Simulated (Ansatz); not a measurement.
NaLaMnMoO6:

```
Na La Mn Mo O
1.0
    -2.72294    2.72294    3.89889
     2.72294   -2.72294    3.89889
     2.72294    2.72294   -3.89889
Na La Mn Mo O
1 1 1 1 6
Direct
  0.25000 0.75000 0.50000
  0.75000 0.25000 0.50000
  0.50000 0.50000 0.00000
  0.00000 0.00000 0.00000
  0.20766 0.29607 0.50371
  0.29605 0.79234 0.08841
  0.79236 0.70395 0.49629
  0.70393 0.20764 0.91159
  0.25194 0.25194 0.00000
  0.74806 0.74806 0.00000
```

The cell was built by a generator and needn't be a form met in nature.

Base run:

```yaml
Program: Ansatz 0.2.0
Functional: PBE
Potentials_or_basis: SPMS NC
Cutoff: 1034 eV
Density_cutoff: 4136 eV
k_mesh: 7 × 7 × 7
Occupations: fermi-dirac, width 0.05 eV
Spin: collinear spin, ferromagnetic start
Starting_moments: "[0.0, 0.0, 4.0, 1.0, 0.0, 0.0, 0.0, 0.0, 0.0, 0.0] μB"
```

Its results: band gap on the k mesh none (metal or under the smearing width); pressure 1.1 GPa; net moment 2.20 μB per cell; site moments Na +0.00; La -0.02; Mn +2.43; Mo -0.36; O +0.01 μB; largest force 0.196 eV/Å.

Q: The run is repeated on the same cell with these changes: potentials or basis from SPMS NC to JTH PAW; cutoff from 1034 eV to 1800 eV; density cutoff from 4136 eV to 7200 eV. What comes out?

A: Band gap on the k mesh none (metal or under the smearing width); pressure 0.9 GPa; net moment 1.97 μB per cell; site moments Na +0.00; La -0.01; Mn +2.24; Mo -0.38; O +0.01 μB; largest force 0.125 eV/Å.

Caveats: a cell with one magnetic atom can't hold antiferromagnetic order, which such compounds often take; semilocal functionals often make such compounds metallic where correlation or magnetic order opens a gap, which also shifts bond lengths.

Not every run made on this cell is shown here.
